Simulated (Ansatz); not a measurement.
**C4H12BN: a ladder of functionals and wavefunction methods**

The task here is to estimate one member of a computed series from the others.

Method: functionals in def2-TZVPP, the program's frozen cores in correlated methods; program: Ansatz 0.2.0, Gaussian basis.

Plan: LDA (SPW92), PBE-D4, revPBE-D4, BLYP-D4, r2SCAN-D4, B97M-V, PBE0-D4, B3LYP-D4, r2SCANh-D4, r2SCAN0-D4, HSE06-D4, BHLYP-D4, CAM-B3LYP-D4, LC-ωPBE, ωB97X-V, ωB97M-V, B2PLYP, PBE-QIDH; CCSD(T)/def2-SVP; MP2/def2-TZVPP; RPA on PBE.

1 further run of the same task is left out (it didn't finish). Runs told in other sessions of the task aren't counted.

### The relaxed structure

The geometry comes from an earlier relaxation with PBE0-D4 in a triple-zeta def2 set; it is a stationary point, not always the lowest conformer.

SMILES `BNC(C)(C)C`, 18 atoms, charge 0, spin multiplicity 1.

Atoms are counted from 1 here; the program's logs count them from 0.

Bond lengths: B1–N2 1.384 Å, B1–H7 1.195 Å, B1–H8 1.198 Å, N2–C3 1.463 Å, N2–H9 1.011 Å, C3–C4 1.518 Å, C3–C5 1.528 Å, C3–C6 1.527 Å, C4–H10 1.091 Å, C4–H11 1.092 Å, C4–H12 1.091 Å, C5–H13 1.092 Å, C5–H14 1.092 Å, C5–H15 1.094 Å, C6–H16 1.094 Å, C6–H17 1.092 Å, C6–H18 1.092 Å. Angles: N2–B1–H7 121.3°, N2–B1–H8 117.5°, H7–B1–H8 121.2°, B1–N2–C3 131.6°, B1–N2–H9 117.2°, C3–N2–H9 111.2°, N2–C3–C4 110.9°, N2–C3–C5 108.4°, N2–C3–C6 108.3°, C4–C3–C5 109.8°, C4–C3–C6 109.8°, C5–C3–C6 109.6°, C3–C4–H10 111.4°, C3–C4–H11 109.3°, C3–C4–H12 111.4°, H10–C4–H11 108.4°, H10–C4–H12 108.0°, H11–C4–H12 108.3° and more.

Set-up of the first run:

in.yaml reads:

```yaml
crystal:
  periodic: [false, false, false]
  atoms:
    - {symbol: B, position_ang: [1.424921, -1.382227, 1.219094]}
    - {symbol: N, position_ang: [0.524286, -0.340860, 1.079829]}
    - {symbol: C, position_ang: [-0.178024, 0.186143, -0.090778]}
    - {symbol: C, position_ang: [0.183756, -0.599137, -1.339043]}
    - {symbol: C, position_ang: [0.215984, 1.651119, -0.269616]}
    - {symbol: C, position_ang: [-1.680639, 0.086250, 0.164909]}
    - {symbol: H, position_ang: [1.763477, -2.039681, 0.280720]}
    - {symbol: H, position_ang: [1.853580, -1.599371, 2.316767]}
    - {symbol: H, position_ang: [0.281505, 0.175119, 1.914072]}
    - {symbol: H, position_ang: [-0.086889, -1.651706, -1.238962]}
    - {symbol: H, position_ang: [-0.355154, -0.185314, -2.193766]}
    - {symbol: H, position_ang: [1.253510, -0.543689, -1.547895]}
    - {symbol: H, position_ang: [1.288691, 1.738786, -0.453801]}
    - {symbol: H, position_ang: [-0.319517, 2.097644, -1.110686]}
    - {symbol: H, position_ang: [-0.024309, 2.231031, 0.626304]}
    - {symbol: H, position_ang: [-1.959080, 0.635568, 1.069067]}
    - {symbol: H, position_ang: [-1.977983, -0.956304, 0.295280]}
    - {symbol: H, position_ang: [-2.245613, 0.507830, -0.669695]}
basis:
  gaussian: {orbitals: def2-TZVPP}
hamiltonian: {xc: lda}
output: {orbitals: {seedname: orbitals}}
```

Run with:

```bash
> ansatz run in.yaml --threads 4 --pin off --events-out ev --progress --plain --max-ram 11315MiB
```

Among the steps run: LDA; PBE-D4 (GGA); revPBE-D4 (GGA); BLYP-D4 (GGA); r2SCAN-D4 (meta-GGA); B97M-V (meta-GGA); B3LYP-D4 (hybrid); r2SCANh-D4 (hybrid); r2SCAN0-D4 (hybrid); HSE06-D4 (hybrid); BHLYP-D4 (hybrid); CAM-B3LYP-D4 (range-separated); LC-ωPBE (range-separated); ωB97X-V (range-separated); ωB97M-V (range-separated); B2PLYP (double hybrid); PBE-QIDH (double hybrid).

One table of the session follows, with a row left open; its other results are not shown here.

It belongs to the step «Orbital energies across the functionals». 

```
  functional  HOMO (eV)  gap (eV)
 LDA (SPW92)      -6.72      5.85
      PBE-D4      -6.53      5.91
   revPBE-D4      -6.46      5.93
     BLYP-D4      -6.39      5.89
   r2SCAN-D4      -6.74      6.47
      B97M-V      -6.87      6.45
     PBE0-D4      -7.78      8.09
    B3LYP-D4      -7.55      7.63
  r2SCANh-D4      -7.22      7.28
  r2SCAN0-D4      -7.94      8.47
    HSE06-D4      -7.38      7.31
    BHLYP-D4      -8.94     10.16
CAM-B3LYP-D4      -9.17     10.49
     LC-ωPBE     -10.55     13.04
     ωB97X-V     -10.19     12.54
     ωB97M-V          ?         ?
```

Q: Estimate the row for ωB97M-V from the others.

As computed: HOMO (eV): -10.13; gap (eV): 12.19. In the column «HOMO (eV)» it lies between ωB97X-V (-10.19) and CAM-B3LYP-D4 (-9.17).
